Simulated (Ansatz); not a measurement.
Predict the output of the script below (Ansatz 0.2.0 through its Python package).

Input file `srfesnwo6.cif`:
```cif
data_SrFeSnWO6
_cell_length_a 5.680324
_cell_length_b 5.680324
_cell_length_c 5.680324
_cell_angle_alpha 60.00000
_cell_angle_beta 60.00000
_cell_angle_gamma 60.00000
_symmetry_space_group_name_H-M 'P 1'
_symmetry_Int_Tables_number 1
loop_
_symmetry_equiv_pos_as_xyz
'x, y, z'
loop_
_atom_site_label
_atom_site_type_symbol
_atom_site_fract_x
_atom_site_fract_y
_atom_site_fract_z
Sr1 Sr    0.250000    0.250000    0.250000
Fe2 Fe    0.000000    0.000000    0.000000
Sn3 Sn    0.750000    0.750000    0.750000
W4 W    0.500000    0.500000    0.500000
O5 O    0.745769    0.254231    0.254231
O6 O    0.254231    0.745769    0.745769
O7 O    0.745769    0.745769    0.254231
O8 O    0.254231    0.254231    0.745769
O9 O    0.254231    0.745769    0.254231
O10 O    0.745769    0.254231    0.745769
```

Script `run_plan.py`:
```python
"""What the engine would do for SrFeSnWO6, without solving."""

from dataclasses import replace
import warnings

import ansatz as az
from ase.io import read

warnings.simplefilter("ignore", az.DeckWarning)

atoms = read("srfesnwo6.cif")
cell = az.Crystal.from_ase(atoms).moments(Fe=3.5)

calc = (
    cell.calculation()
    .functional("pbe")
    .basis(34 * az.Ry)
    .kpoints(6)
    .occupations("fermi_dirac", width=0.1)
    .spin("collinear")
    .scf(tolerance=1e-07)
)
for repeats in [(1, 1, 1), (2, 1, 1), (2, 2, 1), (2, 2, 2)]:
    told = replace(calc, crystal=cell.supercell(*repeats)).session().plan(dry_run=True).describe()
    print(repeats, "bands", told.n_bands, "plane waves", tuple(told.n_pw_range), "k-points", len(told.kweights), "grid", tuple(told.fft_dense), "symmetry operations", told.n_sym_ops)
```

Output of `python run_plan.py`:
```text
(1, 1, 1) bands 57 plane waves (2891, 2954) k-points 16 grid (40, 40, 40) symmetry operations 24
(2, 1, 1) bands 114 plane waves (5805, 5882) k-points 32 grid (80, 40, 40) symmetry operations 12
(2, 2, 1) bands 227 plane waves (11632, 11764) k-points 52 grid (80, 80, 40) symmetry operations 16
(2, 2, 2) bands 454 plane waves (23324, 23484) k-points 16 grid (80, 80, 80) symmetry operations 192
```

The structure comes from a database and needn't be a stable phase.
